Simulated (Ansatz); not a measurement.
# CH₃Cl₃Si: small, medium and large basis sets

How large a basis does CH₃Cl₃Si need? Two functionals are run in growing sets.

The runs use Ansatz 0.2.0, Gaussian basis; one geometry, several basis sets.

Levels to be run: PBE0-D4/def2-SVP; ωB97M-V/def2-SVP; PBE0-D4/def2-QZVPP; ωB97M-V/def2-QZVPP; the functionals' def2-TZVPP values are taken from earlier runs.

## (1) Structure used throughout

The geometry comes from an earlier relaxation with PBE0-D4 in a triple-zeta def2 set; it is a stationary point, not always the lowest conformer.

SMILES `C[Si](Cl)(Cl)Cl`, 8 atoms, charge 0, spin multiplicity 1.

Atoms are counted from 1 here; the program's logs count them from 0.

Bond lengths: C1–Si2 1.841 Å, C1–H6 1.092 Å, C1–H7 1.092 Å, C1–H8 1.092 Å, Si2–Cl3 2.039 Å, Si2–Cl4 2.039 Å, Si2–Cl5 2.039 Å. Angles: Si2–C1–H6 110.0°, Si2–C1–H7 110.0°, Si2–C1–H8 110.0°, H6–C1–H7 109.0°, H6–C1–H8 109.0°, H7–C1–H8 109.0°, C1–Si2–Cl3 110.6°, C1–Si2–Cl4 110.6°, C1–Si2–Cl5 110.6°, Cl3–Si2–Cl4 108.3°, Cl3–Si2–Cl5 108.3°, Cl4–Si2–Cl5 108.3°.

## (2) PBE0-D4 in def2-SVP

Contents of in.yaml:

```yaml
crystal:
  periodic: [false, false, false]
  atoms:
    - {symbol: C, position_ang: [-0.728944, -0.279622, 0.686094]}
    - {symbol: Si, position_ang: [0.568945, 0.197949, -0.528703]}
    - {symbol: Cl, position_ang: [2.360420, -0.640022, -0.033581]}
    - {symbol: Cl, position_ang: [0.065869, -0.429491, -2.402198]}
    - {symbol: Cl, position_ang: [0.801240, 2.222983, -0.573755]}
    - {symbol: H, position_ang: [-0.844467, -1.365247, 0.700804]}
    - {symbol: H, position_ang: [-0.448332, 0.061081, 1.684753]}
    - {symbol: H, position_ang: [-1.682629, 0.175167, 0.410786]}
basis:
  gaussian: {orbitals: def2-SVP}
hamiltonian: {xc: pbe0, dispersion: d4}
output: {orbitals: {seedname: orbitals}}
```

Further steps of the session: ωB97M-V in def2-SVP; PBE0-D4 in def2-QZVPP; ωB97M-V in def2-QZVPP.

Before running them: what should the planned runs give, taken together? Wanted: PBE0-D4: double and triple zeta above quadruple; ωB97M-V: double and triple zeta above quadruple.

**Answer**, as computed:

| quantity | value |
| --- | --- |
| PBE0-D4: double and triple zeta above quadruple | 18.53, 1.43 eV |
| ωB97M-V: double and triple zeta above quadruple | 18.38, 1.36 eV |

In words: PBE0-D4 gains 17.10 eV from double to triple zeta, then 1.43 eV more. These are total energies; as a rule much of such shifts cancels in differences, which this series doesn't test. The LUMO of ωB97M-V is positive and keeps falling with the basis (2.93 to 1.56 eV): an unbound level that the basis holds in place.
